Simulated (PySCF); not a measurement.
# Ge³⁺: dipole response in aug-cc-pVDZ-PP with ECP10

Aim: the static polarisability and the C₆ coefficient of Ge³⁺, method by method.

The numbers are computed with PySCF 2.14.0 (unrestricted determinants in a Gaussian basis, no spin-orbit coupling in the energies), except any that are marked as measured or tabulated.

## Step 1: The system

```
Element     : germanium (Z = 32)
Basis       : aug-cc-pVDZ-PP with ECP10MDF (5s4p3d, 32 functions)
Hamiltonian : scalar relativity through the core potential
State 1     : Ge³⁺: [Ar] 3d10 4s1, 2S determinant
Methods     : UHF, PBE, PBE0, BLYP
```

Outer shells as boxes (Hund's rule):

Ge3+ [Ar] 3d10 4s1
```
[Ar] core
3d [↑↓][↑↓][↑↓][↑↓][↑↓]
4s [↑ ]
```

One driver process ran all states and methods and kept the integrals in memory. Each run is shown as a PySCF script that sums up its settings (the driver passes frozen orbitals as a list and adds second-order terms of double hybrids); the logs are those of the runs themselves. The driver starts from symmetry-adapted Hartree-Fock orbitals, holds the occupation by maximum overlap and uses a logarithmic radial grid for functionals, so a plain start would take other cycles.

The integrals over 32 functions and the set-up took 0.18 s of CPU time.

## Step 2: Ge³⁺, method by method

Level: UHF.

Contents of input.py:

```python
from pyscf import gto, scf, dft, mp, cc
import basis_set_exchange as bse
txt = bse.get_basis("aug-cc-pVDZ-PP", elements=["Ge"], fmt="nwchem", header=False)
cut = txt.index("\nECP")
mol = gto.M(atom="Ge 0 0 0", charge=3, spin=1, symmetry="D2h",
            basis=gto.basis.parse(txt[:cut]),
            ecp={"Ge": gto.basis.parse_ecp(txt[cut:])})
mf = scf.UHF(mol)
mf.irrep_nelec = {'Ag': (4, 3), 'B1g': (1, 1), 'B2g': (1, 1), 'B3g': (1, 1), 'B1u': (1, 1), 'B2u': (1, 1), 'B3u': (1, 1)}
mf.kernel()
```

Output:

```text
damping factor = 0
level_shift factor = 0
DIIS = <class 'pyscf.scf.diis.CDIIS'>
diis_start_cycle = 1
diis_space = 10
diis_damp = 0
SCF conv_tol = 1e-09
SCF conv_tol_grad = None
number electrons alpha = 10  beta = 9
cycle= 1 E= -291.326321826615  delta_E= -9.09e-12  |g|= 8.03e-07  |ddm|= 4.08e-06
converged SCF energy = -291.326321826615  <S^2> = 0.75016779  2S+1 = 2.0001678
```

It used 0.48 s of CPU time after the integrals (shared host).

The occupied shells:

```csv
shell,electrons,mean orbital energy (eV),spread (eV),rms radius (bohr)
3s α,1,-234.32,0,0.670
3s β,1,-233.67,0,0.670
3p α,3,-177.45,0,0.701
3p β,3,-177.16,0,0.701
3d α,5,-77.789,0,0.799
3d β,5,-77.524,0,0.799
4s α,1,-44.757,0,2.01
```

⟨S²⟩ = 0.750, ⟨L²⟩ = 0.00.

The driver then solved the coupled dipole response at imaginary frequencies: mean α = 7.254 bohr³, C₆ = 15.38 au for a like pair.

Energies and moments cover only the electrons outside the core potential.

Level: PBE.

Changes to input.py:

```diff
@@ -7,3 +7,3 @@
             ecp={"Ge": gto.basis.parse_ecp(txt[cut:])})
-mf = scf.UHF(mol)
+mf = dft.UKS(mol, xc="PBE")
 mf.irrep_nelec = {'Ag': (4, 3), 'B1g': (1, 1), 'B2g': (1, 1), 'B3g': (1, 1), 'B1u': (1, 1), 'B2u': (1, 1), 'B3u': (1, 1)}
```

Output:

```text
damping factor = 0
level_shift factor = 0
DIIS = <class 'pyscf.scf.diis.CDIIS'>
diis_start_cycle = 1
diis_space = 10
diis_damp = 0
SCF conv_tol = 1e-09
SCF conv_tol_grad = None
number electrons alpha = 10  beta = 9
XC functionals = PBE
    J. P. Perdew, K. Burke, and M. Ernzerhof.,  Phys. Rev. Lett. 77, 3865 (1996)
    J. P. Perdew, K. Burke, and M. Ernzerhof.,  Phys. Rev. Lett. 78, 1396 (1997)
    J. P. Perdew, K. Burke, and M. Ernzerhof.,  Phys. Rev. Lett. 77, 3865 (1996)
    J. P. Perdew, K. Burke, and M. Ernzerhof.,  Phys. Rev. Lett. 78, 1396 (1997)
cycle= 1 E= -292.388340513965  delta_E= -0.00498  |g|= 0.0469  |ddm|= 0.267
cycle= 2 E= -292.388858050313  delta_E= -0.000518  |g|= 0.0186  |ddm|= 0.0715
cycle= 3 E= -292.388957062207  delta_E= -9.9e-05  |g|= 1.91e-05  |ddm|= 0.0211
cycle= 4 E= -292.388957062308  delta_E= -1.01e-10  |g|= 2.08e-07  |ddm|= 1.61e-05
converged SCF energy = -292.388957062308  <S^2> = 0.75015215  2S+1 = 2.0001521
```

CPU time 1.2 s on a shared host, the integrals not counted.

The driver then solved the coupled dipole response at imaginary frequencies: mean α = 5.787 bohr³, C₆ = 11.25 au for a like pair.

Level: PBE0.

Changes to input.py:

```diff
@@ -7,3 +7,3 @@
             ecp={"Ge": gto.basis.parse_ecp(txt[cut:])})
-mf = dft.UKS(mol, xc="PBE")
+mf = dft.UKS(mol, xc="PBE0")
 mf.irrep_nelec = {'Ag': (4, 3), 'B1g': (1, 1), 'B2g': (1, 1), 'B3g': (1, 1), 'B1u': (1, 1), 'B2u': (1, 1), 'B3u': (1, 1)}
```

Output:

```text
damping factor = 0
level_shift factor = 0
DIIS = <class 'pyscf.scf.diis.CDIIS'>
diis_start_cycle = 1
diis_space = 10
diis_damp = 0
SCF conv_tol = 1e-09
SCF conv_tol_grad = None
number electrons alpha = 10  beta = 9
XC functionals = PBE0
    C. Adamo and V. Barone.,  J. Chem. Phys. 110, 6158 (1999)
    M. Ernzerhof and G. E. Scuseria.,  J. Chem. Phys. 110, 5029 (1999)
cycle= 1 E= -292.362448595659  delta_E= -0.00271  |g|= 0.0238  |ddm|= 0.204
cycle= 2 E= -292.362598114814  delta_E= -0.00015  |g|= 0.00718  |ddm|= 0.0501
cycle= 3 E= -292.36261233219  delta_E= -1.42e-05  |g|= 5.31e-05  |ddm|= 0.00714
cycle= 4 E= -292.362612334719  delta_E= -2.53e-09  |g|= 1.49e-06  |ddm|= 0.000412
cycle= 5 E= -292.362612334719  delta_E= -2.27e-13  |g|= 2.9e-08  |ddm|= 2.25e-06
converged SCF energy = -292.362612334719  <S^2> = 0.75014305  2S+1 = 2.000143
```

It used 1.1 s of CPU time after the integrals (shared host).

The driver then solved the coupled dipole response at imaginary frequencies: mean α = 6.111 bohr³, C₆ = 12.12 au for a like pair.

Level: BLYP.

Changes to input.py:

```diff
@@ -7,3 +7,3 @@
             ecp={"Ge": gto.basis.parse_ecp(txt[cut:])})
-mf = dft.UKS(mol, xc="PBE0")
+mf = dft.UKS(mol, xc="BLYP")
 mf.irrep_nelec = {'Ag': (4, 3), 'B1g': (1, 1), 'B2g': (1, 1), 'B3g': (1, 1), 'B1u': (1, 1), 'B2u': (1, 1), 'B3u': (1, 1)}
```

Output:

```text
damping factor = 0
level_shift factor = 0
DIIS = <class 'pyscf.scf.diis.CDIIS'>
diis_start_cycle = 1
diis_space = 10
diis_damp = 0
SCF conv_tol = 1e-09
SCF conv_tol_grad = None
number electrons alpha = 10  beta = 9
XC functionals = BLYP
    A. D. Becke.,  Phys. Rev. A 38, 3098 (1988)
    C. Lee, W. Yang, and R. G. Parr.,  Phys. Rev. B 37, 785 (1988)
    B. Miehlich, A. Savin, H. Stoll, and H. Preuss.,  Chem. Phys. Lett. 157, 200 (1989)
cycle= 1 E= -292.363130938166  delta_E= -0.00596  |g|= 0.0535  |ddm|=  0.3
cycle= 2 E= -292.363800793918  delta_E= -0.00067  |g|= 0.0219  |ddm|= 0.0786
cycle= 3 E= -292.363938977664  delta_E= -0.000138  |g|= 1.34e-05  |ddm|= 0.0234
cycle= 4 E= -292.363938977714  delta_E= -4.93e-11  |g|= 2.2e-07  |ddm|= 1.69e-05
converged SCF energy = -292.363938977714  <S^2> = 0.75010197  2S+1 = 2.000102
```

It used 0.75 s of CPU time after the integrals (shared host).

The driver then solved the coupled dipole response at imaginary frequencies: mean α = 5.518 bohr³, C₆ = 10.51 au for a like pair.

Radial density 4πr²ρ of Ge³⁺ at UHF, the electrons outside the core potential:

```csv
r (bohr),density,spin density
0.00111,1.18e-05,0.000
0.00186,3.31e-05,0.000
0.00313,9.27e-05,0.000
0.00527,0.000254,0.000
0.00886,0.000662,0.000
0.0149,0.00153,0.000
0.0251,0.00308,0.000
0.0422,0.00852,0.000
0.0709,0.0656,0.000
0.119,0.643,0.000
0.201,4.18,0.004
0.338,17.4,0.071
0.568,28.2,0.075
0.955,10.7,0.108
1.61,1.66,0.686
2.70,0.250,0.235
4.55,0.00360,0.004
```

## Step 3: Polarisabilities and C₆

Ge³⁺, in atomic units:

```csv
method,mean α,C₆ (like pair),S(−4)
UHF,7.254,15.38,51.01
PBE,5.787,11.25,31.20
PBE0,6.111,12.12,35.14
BLYP,5.518,10.51,28.25
```

α(iu) at BLYP:

```csv
u (hartree),α(iu) (bohr³)
0,5.518
0.0500,5.448
0.100,5.250
0.200,4.589
0.300,3.807
0.500,2.504
0.750,1.547
1.00,1.036
1.50,0.5548
2.00,0.3449
3.00,0.1702
5.00,0.06705
```

## Step 4: What came out

```
 quantity                              value
α of Ge³⁺  5.518 (BLYP) to 7.254 (UHF) bohr³
```

A single London oscillator with the computed α and C₆ of Ge³⁺ at UHF would have ω = 4 C₆ / (3 α²) = 0.390 hartree. All values hold for this basis alone; no basis-set limit was taken.
